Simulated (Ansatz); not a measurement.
**ClFH6InNSi2: a ladder of functionals and wavefunction methods**

An exercise on one series of results from a longer session: the logs are not shown, and one member is left open.

Method: functionals in def2-TZVPP, the program's frozen cores in correlated methods; program: Ansatz 0.2.0, Gaussian basis.

The runs, in order: LDA (SPW92), PBE-D4, revPBE-D4, BLYP-D4, r2SCAN-D4, B97M-V, PBE0-D4, B3LYP-D4, r2SCANh-D4, r2SCAN0-D4, HSE06-D4, BHLYP-D4, CAM-B3LYP-D4, LC-ωPBE, ωB97X-V, ωB97M-V, B2PLYP, PBE-QIDH; CCSD(T)/def2-SVP; CCSD(T)/def2-TZVPP; MP2/def2-QZVPP; extrapolation to the limit; RPA on PBE.

1 further run of the same task is left out (for a known fault of the program).

### The geometry

An earlier PBE0-D4 in a triple-zeta def2 set relaxation fixed the geometry. In takes the def2 core potential; no spin-orbit term is included.

SMILES `[F][In]([Cl])[N]([SiH3])[SiH3]`, 12 atoms, charge 0, spin multiplicity 1.

Atoms are counted from 1 here; the program's logs count them from 0.

Bond lengths: F1–In2 1.939 Å, In2–Cl3 2.288 Å, In2–N4 2.009 Å, N4–Si5 1.736 Å, N4–Si6 1.741 Å, Si5–H7 1.487 Å, Si5–H8 1.487 Å, Si5–H9 1.488 Å, Si6–H10 1.489 Å, Si6–H11 1.485 Å, Si6–H12 1.486 Å. Angles: F1–In2–Cl3 116.6°, F1–In2–N4 113.5°, Cl3–In2–N4 129.9°, In2–N4–Si5 119.9°, In2–N4–Si6 119.8°, Si5–N4–Si6 120.3°, N4–Si5–H7 111.2°, N4–Si5–H8 111.2°, N4–Si5–H9 107.8°, H7–Si5–H8 108.1°, H7–Si5–H9 109.2°, H8–Si5–H9 109.2°, N4–Si6–H10 106.7°, N4–Si6–H11 111.4°, N4–Si6–H12 111.5°, H10–Si6–H11 109.3°, H10–Si6–H12 109.3°, H11–Si6–H12 108.5°.

The first run:

The input, in.yaml:

```yaml
crystal:
  periodic: [false, false, false]
  atoms:
    - {symbol: F, position_ang: [-2.767624, 0.136824, 1.822722]}
    - {symbol: In, position_ang: [-1.400449, -1.007713, 1.061024]}
    - {symbol: Cl, position_ang: [-1.591655, -3.249286, 1.476171]}
    - {symbol: N, position_ang: [-0.011840, -0.006114, 0.009769]}
    - {symbol: Si, position_ang: [1.291045, -0.869512, -0.746053]}
    - {symbol: Si, position_ang: [-0.122760, 1.724494, -0.140773]}
    - {symbol: H, position_ang: [2.609582, -0.417252, -0.227450]}
    - {symbol: H, position_ang: [1.282147, -0.675936, -2.220692]}
    - {symbol: H, position_ang: [1.116211, -2.315425, -0.442207]}
    - {symbol: H, position_ang: [1.039695, 2.158544, -0.963297]}
    - {symbol: H, position_ang: [-0.062172, 2.389751, 1.185992]}
    - {symbol: H, position_ang: [-1.382171, 2.131605, -0.815207]}
basis:
  gaussian: {orbitals: def2-TZVPP}
hamiltonian: {xc: lda}
output: {orbitals: {seedname: orbitals}}
```

Launch:

```sh
$ ansatz run in.yaml --threads 2 --pin off --events-out ev --progress --plain --max-ram 22528MiB --backend cuda --devices 0, --max-vram 18GiB
```

Steps of the session up to this table: LDA; PBE-D4 (GGA); revPBE-D4 (GGA); BLYP-D4 (GGA); r2SCAN-D4 (meta-GGA); B97M-V (meta-GGA); B3LYP-D4 (hybrid); r2SCANh-D4 (hybrid); r2SCAN0-D4 (hybrid); HSE06-D4 (hybrid); BHLYP-D4 (hybrid); CAM-B3LYP-D4 (range-separated); LC-ωPBE (range-separated); ωB97X-V (range-separated); ωB97M-V (range-separated); B2PLYP (double hybrid); PBE-QIDH (double hybrid).

One of the session's tables, all rows but one given; the rest of the session is left out.

| functional | HOMO (eV) | LUMO (eV) | gap (eV) |
| --- | --- | --- | --- |
| LDA (SPW92) | ? | ? | ? |
| PBE-D4 | -6.77 | -3.41 | 3.36 |
| revPBE-D4 | -6.72 | -3.28 | 3.44 |
| BLYP-D4 | -6.65 | -3.35 | 3.30 |
| r2SCAN-D4 | -7.07 | -3.22 | 3.86 |
| B97M-V | -7.20 | -3.36 | 3.85 |
| PBE0-D4 | -8.06 | -2.52 | 5.54 |
| B3LYP-D4 | -7.85 | -2.82 | 5.03 |
| r2SCANh-D4 | -7.55 | -2.89 | 4.66 |
| r2SCAN0-D4 | -8.27 | -2.41 | 5.86 |
| HSE06-D4 | -7.66 | -2.89 | 4.77 |
| BHLYP-D4 | -9.27 | -1.62 | 7.65 |
| CAM-B3LYP-D4 | -9.41 | -1.54 | 7.87 |
| LC-ωPBE | -10.75 | -0.23 | 10.52 |
| ωB97X-V | -10.41 | -0.43 | 9.99 |
| ωB97M-V | -10.30 | -0.60 | 9.69 |

**Question.** Estimate the row for LDA (SPW92).

**Answer.** HOMO (eV): -6.89; LUMO (eV): -3.73; gap (eV): 3.15. In the column «HOMO (eV)» it lies between r2SCAN-D4 (-7.07) and PBE-D4 (-6.77).

Caveats from the session: All levels share the lack of spin-orbit coupling, which lowers the free heavy atoms and so the true binding.
